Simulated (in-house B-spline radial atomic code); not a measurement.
# Kr⁶⁺: ionisation energy by several methods

An exercise on one series of results from a longer session: the logs are not shown, and one member is left open.

The numbers are computed with in-house B-spline radial atomic code version 1 (scalar-relativistic (X2C), several functionals, spin-polarised, exact exchange averaged over the configuration; spherical all-electron atom at the radial basis limit), except any that are marked as measured or tabulated.

### What is computed

```
element       : krypton (Z = 36)
charge        : +6
electrons     : 30
configuration : [Ar] 3d10 4s2
nucleus       : Fermi, rms radius 4.188 fm
```

Outer shells as boxes (Hund's rule):

[Ar] 3d10 4s2
```
[Ar] core
3d [↑↓][↑↓][↑↓][↑↓][↑↓]
4s [↑↓]
```

Where spins are not typed, each open shell is filled with up spins first.

The first run:

Input settings:

```ini
Z = 36
electrons = 30.0
configuration = [Ar] 3d10 4s2
hamiltonian = x2c
method = b3lyp
spin_polarised = True
nucleus = fermi
rms_radius = 4.1884
mass_number = 84
atomic_mass = 83.91149772708
speed_of_light = 137.035999084
exact_exchange = averaged over the configuration
```

On the command line:

```sh
$ python run_scf.py task.json out
```

task.json lists these runs, among others, and the program works through them in turn.

Among the steps run: B3LYP, a global hybrid; r2SCAN0, a global hybrid; B97-1, a global hybrid; PBE0, a global hybrid; ωB97X, a range-separated hybrid.

One table of the session follows, with a row left open; its other results are not shown here.

| method | ΔSCF (eV) |
| --- | --- |
| B3LYP | 109.89 |
| r2SCAN0 | 108.81 |
| B97-1 | 109.68 |
| PBE0 | 109.33 |
| ωB97X | ? |

**Question.** Estimate the row for ωB97X.

The run gave: ΔSCF (eV): 109.10. In the column «ΔSCF (eV)» it lies between r2SCAN0 (108.81) and PBE0 (109.33).
